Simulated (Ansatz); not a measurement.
# The germanium atom (triplet): density functionals in def2-TZVPD, part 2 of 2

Ansatz 0.2.0, Gaussian basis; def2-TZVPD, all electrons in the functionals, frozen cores in the correlation of double hybrids and RPA. Earlier steps stand in the parts before.

**11. r2SCAN0 (unrestricted)**

in.yaml reads:

```yaml
crystal:
  periodic: [false, false, false]
  atoms:
    - {symbol: Ge, position_ang: [0.000000, 0.000000, 0.000000]}
basis:
  gaussian: {orbitals: def2-TZVPD}
magnetization: {spin_polarized: true, initial_magnetization: 2}
hamiltonian: {xc: {name: r2SCAN0}}
```

Started as:

```
> ansatz run in.yaml --threads 1 --pin off --events-out ev --progress --plain --max-ram 2393MiB
```

Standard output (excerpt; [...] marks lines left out):

```text
Functional definition: r2SCAN0
  name "r2SCAN0"
  cite "Bursch, Neugebauer, Ehlert & Grimme, J. Chem. Phys. 156, 134105 (2022) doi:10.1063/5.0086040"
  cite "Furness, Kaplan, Ning, Perdew & Sun, J. Phys. Chem. Lett. 11, 8208 (2020) doi:10.1021/acs.jpclett.0c02405"
  cite "Furness, Kaplan, Ning, Perdew & Sun, J. Phys. Chem. Lett. 11, 9248 (2020) doi:10.1021/acs.jpclett.0c03077"
  parent r2scan
[...]
338 factors; integrals over basis functions are off by at most 7.9e-5 eV
[...]
mean field -56514.98956312 eV, -2076.8875592088 hartree, gradient 5.1e-5 eV, S^2 2.005882; 0 other end points of the search recorded, 0 dependent functions left out
reference -56514.98956913 eV, -2076.8875594297 hartree; 17, 15 occupied and 37, 39 virtual orbitals, 338 factors
Total energy: -56514.98956913 eV, -2076.8875594297 hartree
```

Wall time 1.7 s (1 thread of Arm Neoverse V2, shared host).

From the report: ⟨S²⟩ of the determinant 2.006 (pure triplet: 2.00).

**12. BHLYP (unrestricted)**

Edit in.yaml of step 11 so:

```diff
@@ -7,2 +7,2 @@
 magnetization: {spin_polarized: true, initial_magnetization: 2}
-hamiltonian: {xc: {name: r2SCAN0}}
+hamiltonian: {xc: {name: BHLYP}}
```

Launched as before.

Standard output:

```text
Functional definition: BHLYP
  name "BHLYP"
  cite "Becke, J. Chem. Phys. 98, 1372 (1993) doi:10.1063/1.464304"
  cite "Becke, Phys. Rev. A 38, 3098 (1988) doi:10.1103/PhysRevA.38.3098"
  cite "Lee, Yang & Parr, Phys. Rev. B 37, 785 (1988) doi:10.1103/PhysRevB.37.785"
  parameter a = 0.5
  exchange = (1 - a)*b88_x + a*exact_x
  correlation = lyp_c
338 factors; integrals over basis functions are off by at most 7.9e-5 eV
mean field evaluation 1: about -56515.3794 eV, gradient 3.9e0 eV
mean field evaluation 2: about -56515.4342 eV, gradient 2.4e0 eV
mean field evaluation 4: about -56515.4418 eV, gradient 6.7e-1 eV
mean field evaluation 8: about -56515.4437 eV, gradient 6.9e-3 eV
mean field -56515.44368087 eV, -2076.9042477282 hartree, gradient 5.6e-5 eV, S^2 2.003880; 0 other end points of the search recorded, 0 dependent functions left out
reference -56515.44378038 eV, -2076.9042513853 hartree; 17, 15 occupied and 37, 39 virtual orbitals, 338 factors
Total energy: -56515.44378038 eV, -2076.9042513853 hartree
```

It took 0.78 s on 1 thread of Arm Neoverse V2, shared host.

From the report: ⟨S²⟩ of the determinant 2.004 (pure triplet: 2.00).

**13. CAM-B3LYP (unrestricted)**

Edit in.yaml of step 12 so:

```diff
@@ -7,2 +7,2 @@
 magnetization: {spin_polarized: true, initial_magnetization: 2}
-hamiltonian: {xc: {name: BHLYP}}
+hamiltonian: {xc: {name: CAM-B3LYP}}
```

Launched as before.

Standard output (excerpt; [...] marks lines left out):

```text
Functional definition: CAM-B3LYP
  name "CAM-B3LYP"
  cite "Yanai, Tew & Handy, Chem. Phys. Lett. 393, 51 (2004) doi:10.1016/j.cplett.2004.06.011"
  cite "Iikura, Tsuneda, Yanai & Hirao, J. Chem. Phys. 115, 3540 (2001) doi:10.1063/1.1383587"
  cite "Becke, Phys. Rev. A 38, 3098 (1988) doi:10.1103/PhysRevA.38.3098"
  cite "Lee, Yang & Parr, Phys. Rev. B 37, 785 (1988) doi:10.1103/PhysRevB.37.785"
  cite "Vosko, Wilk & Nusair, Can. J. Phys. 58, 1200 (1980) doi:10.1139/p80-159"
[...]
  # Exact exchange under (alpha + beta erf(omega r))/r, Becke's under what is left of 1/r.
[...]
338 factors; integrals over basis functions are off by at most 7.9e-5 eV
96 factors; integrals over basis functions are off by at most 6.4e-5 eV
[...]
mean field -56519.09289447 eV, -2077.0383538546 hartree, gradient 6.1e-5 eV, S^2 2.003010; 0 other end points of the search recorded, 0 dependent functions left out
reference -56519.09296530 eV, -2077.0383564575 hartree; 17, 15 occupied and 37, 39 virtual orbitals, 338 factors
Total energy: -56519.09296530 eV, -2077.0383564575 hartree
```

It took 0.9 s on 1 thread of Arm Neoverse V2, shared host.

From the report: ⟨S²⟩ of the determinant 2.003 (pure triplet: 2.00).

**14. wB97X-V (unrestricted)**

Edit in.yaml of step 13 so:

```diff
@@ -7,2 +7,2 @@
 magnetization: {spin_polarized: true, initial_magnetization: 2}
-hamiltonian: {xc: {name: CAM-B3LYP}}
+hamiltonian: {xc: {name: wB97X-V}}
```

Same command.

Standard output (excerpt; [...] marks lines left out):

```text
Functional definition: wB97X-V
  name "wB97X-V"
  cite "Mardirossian & Head-Gordon, Phys. Chem. Chem. Phys. 16, 9904 (2014) doi:10.1039/C3CP54374A"
  cite "Becke, J. Chem. Phys. 107, 8554 (1997) doi:10.1063/1.475007"
  cite "Vydrov & Van Voorhis, J. Chem. Phys. 133, 244103 (2010) doi:10.1063/1.3521275"
[...]
      + integral(e_c_pw_opposite_spin*poly(b97_u_opposite, cos0, cos1)) + vv10(b, c)
338 factors; integrals over basis functions are off by at most 7.9e-5 eV
76 factors; integrals over basis functions are off by at most 1.1e-4 eV
[...]
mean field -56510.39634774 eV, -2076.7187616569 hartree, gradient 3.2e-5 eV, S^2 2.003239; 0 other end points of the search recorded, 0 dependent functions left out
reference -56510.39634854 eV, -2076.7187616866 hartree; 17, 15 occupied and 37, 39 virtual orbitals, 338 factors
Total energy: -56510.39634854 eV, -2076.7187616866 hartree
```

Wall time 2.4 s (1 thread of Arm Neoverse V2, shared host).

From the report: ⟨S²⟩ of the determinant 2.003 (pure triplet: 2.00).

**15. wB97M-V (unrestricted)**

Edit in.yaml of step 14 so:

```diff
@@ -7,2 +7,3 @@
 magnetization: {spin_polarized: true, initial_magnetization: 2}
-hamiltonian: {xc: {name: wB97X-V}}
+hamiltonian: {xc: {name: wB97M-V}}
+output: {orbitals: {seedname: orbitals}}
```

The command is unchanged.

Standard output (excerpt; [...] marks lines left out):

```text
Functional definition: wB97M-V
  name "wB97M-V"
  cite "Mardirossian & Head-Gordon, J. Chem. Phys. 144, 214110 (2016) doi:10.1063/1.4952647"
  cite "Becke, J. Chem. Phys. 107, 8554 (1997) doi:10.1063/1.475007"
  cite "Vydrov & Van Voorhis, J. Chem. Phys. 133, 244103 (2010) doi:10.1063/1.3521275"
  # Of w^i u^j: cxij and so on, Table III.
[...]
  gx(w, u) = 1 - cx + cx01*u + cx10*w
  gss(w, u) = css00 + css04*u^4 + css10*w + css20*w^2 + css43*w^4*u^3
  gos(w, u) = cos00 + cos10*w + (cos20 + cos21*u)*w^2 + (cos60 + cos61*u)*w^6
[...]
      + integral(e_c_pw_mod_opposite_spin*gos(b97_w_opposite, b97_u_opposite)) + vv10(b, c)
338 factors; integrals over basis functions are off by at most 7.9e-5 eV
76 factors; integrals over basis functions are off by at most 1.1e-4 eV
[...]
mean field -56512.77481588 eV, -2076.8061687491 hartree, gradient 1.7e-5 eV, S^2 2.002681; 0 other end points of the search recorded, 0 dependent functions left out
reference -56512.77483925 eV, -2076.8061696077 hartree; 17, 15 occupied and 37, 39 virtual orbitals, 338 factors
Total energy: -56512.77483925 eV, -2076.8061696077 hartree
```

Wall time 2.8 s (1 thread of Arm Neoverse V2, shared host).

From the report: ⟨S²⟩ of the determinant 2.003 (pure triplet: 2.00).

**16. HSE06 (unrestricted)**

Edit in.yaml of step 15 so:

```diff
@@ -7,3 +7,2 @@
 magnetization: {spin_polarized: true, initial_magnetization: 2}
-hamiltonian: {xc: {name: wB97M-V}}
-output: {orbitals: {seedname: orbitals}}
+hamiltonian: {xc: {name: HSE06}}
```

Launched as before.

Standard output (excerpt; [...] marks lines left out):

```text
Functional definition: HSE06
  name "HSE06"
  cite "Heyd, Scuseria & Ernzerhof, J. Chem. Phys. 118, 8207 (2003) doi:10.1063/1.1564060"
  cite "Krukau, Vydrov, Izmaylov & Scuseria, J. Chem. Phys. 125, 224106 (2006) doi:10.1063/1.2404663"
  cite "Heyd & Scuseria, J. Chem. Phys. 120, 7274 (2004) doi:10.1063/1.1668634"
  cite "Ernzerhof & Perdew, J. Chem. Phys. 109, 3313 (1998) doi:10.1063/1.476928"
  cite "Perdew, Burke & Ernzerhof, Phys. Rev. Lett. 77, 3865 (1996) doi:10.1103/PhysRevLett.77.3865"
  parent pbe
[...]
  # The whole range is PBE's own exchange, as in plane waves. The composition of these papers is wPBEh.
[...]
338 factors; integrals over basis functions are off by at most 7.9e-5 eV
27 factors; integrals over basis functions are off by at most 6.9e-5 eV
[...]
mean field -56508.69534940 eV, -2076.6562511212 hartree, gradient 3.1e-5 eV, S^2 2.003421; 1 other end points of the search recorded, 0 dependent functions left out
reference -56508.69537348 eV, -2076.6562520061 hartree; 17, 15 occupied and 37, 39 virtual orbitals, 338 factors
Total energy: -56508.69537348 eV, -2076.6562520061 hartree
```

It took 1.4 s on 1 thread of Arm Neoverse V2, shared host.

From the report: ⟨S²⟩ of the determinant 2.003 (pure triplet: 2.00).

**17. B2PLYP (unrestricted)**

Edit in.yaml of step 16 so:

```diff
@@ -7,2 +7,3 @@
 magnetization: {spin_polarized: true, initial_magnetization: 2}
-hamiltonian: {xc: {name: HSE06}}
+hamiltonian: {xc: {name: B2PLYP}}
+correlation: {electrons: outside_noble_gas}
```

Same command.

Standard output (excerpt; [...] marks lines left out):

```text
Functional definition: B2PLYP
  name "B2PLYP"
  cite "Grimme, J. Chem. Phys. 124, 034108 (2006) doi:10.1063/1.2148954"
  cite "Becke, Phys. Rev. A 38, 3098 (1988) doi:10.1103/PhysRevA.38.3098"
  cite "Lee, Yang & Parr, Phys. Rev. B 37, 785 (1988) doi:10.1103/PhysRevB.37.785"
[...]
338 factors; integrals over basis functions are off by at most 7.9e-5 eV
[...]
mean field -56504.19226271 eV, -2076.4907657374 hartree, gradient 6.0e-6 eV, S^2 2.004814; 0 other end points of the search recorded, 0 dependent functions left out
14 core orbitals not correlated: weight in the atoms' cores, before any rotation towards them, 1.000 or more for the frozen orbitals, at most 0.000 for the correlated occupied ones
reference -56504.19235570 eV, -2076.4907691549 hartree; 3, 1 occupied and 37, 39 virtual orbitals, 338 factors
second order -1.71735848 eV of doubles, -0.00000000 eV of singles
Total energy: -56504.65604249 eV, -2076.5078093301 hartree
```

Wall time 0.81 s (1 thread of Arm Neoverse V2, shared host).

From the report: ⟨S²⟩ of the determinant 2.005 (pure triplet: 2.00).

**18. PBE-QIDH (unrestricted)**

Edit in.yaml of step 17 so:

```diff
@@ -7,3 +7,3 @@
 magnetization: {spin_polarized: true, initial_magnetization: 2}
-hamiltonian: {xc: {name: B2PLYP}}
+hamiltonian: {xc: {name: PBE-QIDH}}
 correlation: {electrons: outside_noble_gas}
```

The command is unchanged.

Standard output (excerpt; [...] marks lines left out):

```text
Functional definition: PBE-QIDH
  name "PBE-QIDH"
  cite "Brémond, Sancho-García, Pérez-Jiménez & Adamo, J. Chem. Phys. 141, 031101 (2014) doi:10.1063/1.4890314"
  cite "Perdew, Burke & Ernzerhof, Phys. Rev. Lett. 77, 3865 (1996) doi:10.1103/PhysRevLett.77.3865"
[...]
338 factors; integrals over basis functions are off by at most 7.9e-5 eV
[...]
mean field -56497.73000262 eV, -2076.2532820595 hartree, gradient 1.4e-6 eV, S^2 2.007050; 0 other end points of the search recorded, 0 dependent functions left out
14 core orbitals not correlated: weight in the atoms' cores, before any rotation towards them, 1.000 or more for the frozen orbitals, at most 0.000 for the correlated occupied ones
reference -56497.73000999 eV, -2076.2532823304 hartree; 3, 1 occupied and 37, 39 virtual orbitals, 338 factors
second order -1.57385160 eV of doubles, -0.00000000 eV of singles
Total energy: -56498.25462719 eV, -2076.2725616569 hartree
```

Wall time 0.87 s (1 thread of Arm Neoverse V2, shared host).

From the report: ⟨S²⟩ of the determinant 2.007 (pure triplet: 2.00).

**19. RPA-PBE**

in.yaml reads:

```yaml
crystal:
  periodic: [false, false, false]
  atoms:
    - {symbol: Ge, position_ang: [0.000000, 0.000000, 0.000000]}
basis:
  gaussian: {orbitals: def2-TZVPD}
magnetization: {spin_polarized: true, initial_magnetization: 2}
hamiltonian: {xc: {name: PBE}}
correlation: {method: rpa, electrons: outside_noble_gas}
```

Same command.

Standard output (excerpt; [...] marks lines left out):

```text
Functional definition: PBE
  name "PBE"
  cite "Perdew, Burke & Ernzerhof, Phys. Rev. Lett. 77, 3865 (1996) doi:10.1103/PhysRevLett.77.3865"
  parent pbe
[...]
338 factors; integrals over basis functions are off by at most 7.9e-5 eV
[...]
mean field -56507.21843817 eV, -2076.6019756346 hartree, gradient 1.9e-6 eV, S^2 2.002104; 3 other end points of the search recorded, 0 dependent functions left out
14 core orbitals not correlated: weight in the atoms' cores, before any rotation towards them, 0.999 or more for the frozen orbitals, at most 0.000 for the correlated occupied ones
reference -56471.87531820 eV, -2075.3031399319 hartree; 3, 1 occupied and 37, 39 virtual orbitals, 338 factors
Total energy: -56475.35197131 eV, -2075.4309045772 hartree
```

Run time: 1.4 s. Hardware: 1 thread of Arm Neoverse V2, shared host.

From the report: ⟨S²⟩ of the determinant 2.002 (pure triplet: 2.00).

**20. Side by side**

| functional | energy (eV) | ⟨S²⟩ | time |
| --- | --- | --- | --- |
| SPW92 | -56429.4509 | 2.001 | 0.63 s |
| PBE | -56507.2185 | 2.002 | 0.87 s |
| BLYP | -56517.5583 | 2.002 | 1.3 s |
| revPBE | -56511.5575 | 2.003 | 1.1 s |
| r2SCAN | -56515.4245 | 2.005 | 2.4 s |
| B97M-V | -56504.9962 | 2.003 | 4.1 s |
| PBE0 | -56508.6711 | 2.003 | 0.78 s |
| B3LYP | -56517.1071 | 2.002 | 1.2 s |
| r2SCANh | -56515.2454 | 2.005 | 2.5 s |
| r2SCAN0 | -56514.9896 | 2.006 | 1.7 s |
| BHLYP | -56515.4438 | 2.004 | 0.78 s |
| CAM-B3LYP | -56519.0930 | 2.003 | 0.9 s |
| wB97X-V | -56510.3963 | 2.003 | 2.4 s |
| wB97M-V | -56512.7748 | 2.003 | 2.8 s |
| HSE06 | -56508.6954 | 2.003 | 1.4 s |
| B2PLYP | -56504.6560 | 2.005 | 0.81 s |
| PBE-QIDH | -56498.2546 | 2.007 | 0.87 s |
| RPA-PBE | -56475.3520 | 2.002 | 1.4 s |

Orbital levels of the runs that wrote orbitals: PBE HOMO -4.31, LUMO -4.17 eV; PBE0 HOMO -5.35, LUMO -3.25 eV; wB97M-V HOMO -7.19, LUMO -1.08 eV.

**21. Outcome**

This closing draws on all 2 parts.

```
                quantity                       value
spread of total energies                     89.6 eV
       quickest, slowest  SPW92 0.63 s, B97M-V 4.1 s
```

Total energies of different functionals can't be ranked; only differences within one functional count. These atomic energies are the zero for atomisation energies at the same level.
